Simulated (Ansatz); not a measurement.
Lu3Si:

```
CELL_PARAMETERS angstrom
-2.19457 2.19457 4.95772
2.19457 -2.19457 4.95772
2.19457 2.19457 -4.95772
ATOMIC_POSITIONS crystal
Lu 0.50000 0.50000 0.00000
Lu 0.25000 0.75000 0.50000
Lu 0.75000 0.25000 0.50000
Si 0.00000 0.00000 0.00000
```

The cell comes from a database or a generator and needn't be the stable form of this composition.

| Quantity | Value |
| --- | --- |
| Program | Ansatz 0.2.0 |
| Task | single point |
| Functional | PBE |
| Potentials or basis | Ansatz PAW |
| Cutoff | 420 eV (not typed: the program's choice for these potentials) |
| k mesh | 9 × 9 × 9 |
| Occupations | fermi-dirac, width 0.05 eV |
| Spin | no spin polarisation |

On this cell: pressure -0.7 GPa; largest force under 0.003 eV/Å; band gap on the k mesh none (metal or under the smearing width).

The same run follows on a disturbed copy (atoms moved at random, drawn with an rms of 0.05 Å):

```
CELL_PARAMETERS angstrom
-2.19457 2.19457 4.95772
2.19457 -2.19457 4.95772
2.19457 2.19457 -4.95772
ATOMIC_POSITIONS crystal
Lu 0.50719 0.49711 0.00387
Lu 0.24912 0.75806 0.50443
Lu 0.76284 0.25443 0.52019
Si 0.99493 0.00177 0.00361
```

Problem. What changes?

Solution. The energy (extrapolated to zero smearing) moves by +6.0 meV/atom; pressure -0.6 GPa; largest force 0.483 eV/Å; band gap on the k mesh none (metal or under the smearing width).

Forces on the atoms (eV/Å):
```
Lu   0.178 -0.077 -0.080
Lu  -0.082  0.457 -0.006
Lu  -0.038 -0.481  0.019
Si  -0.058  0.101  0.067
```

Stress tensor (GPa, compression positive):
```
-0.38 -0.04  0.03
-0.04 -0.98  0.65
 0.03  0.65 -0.46
```
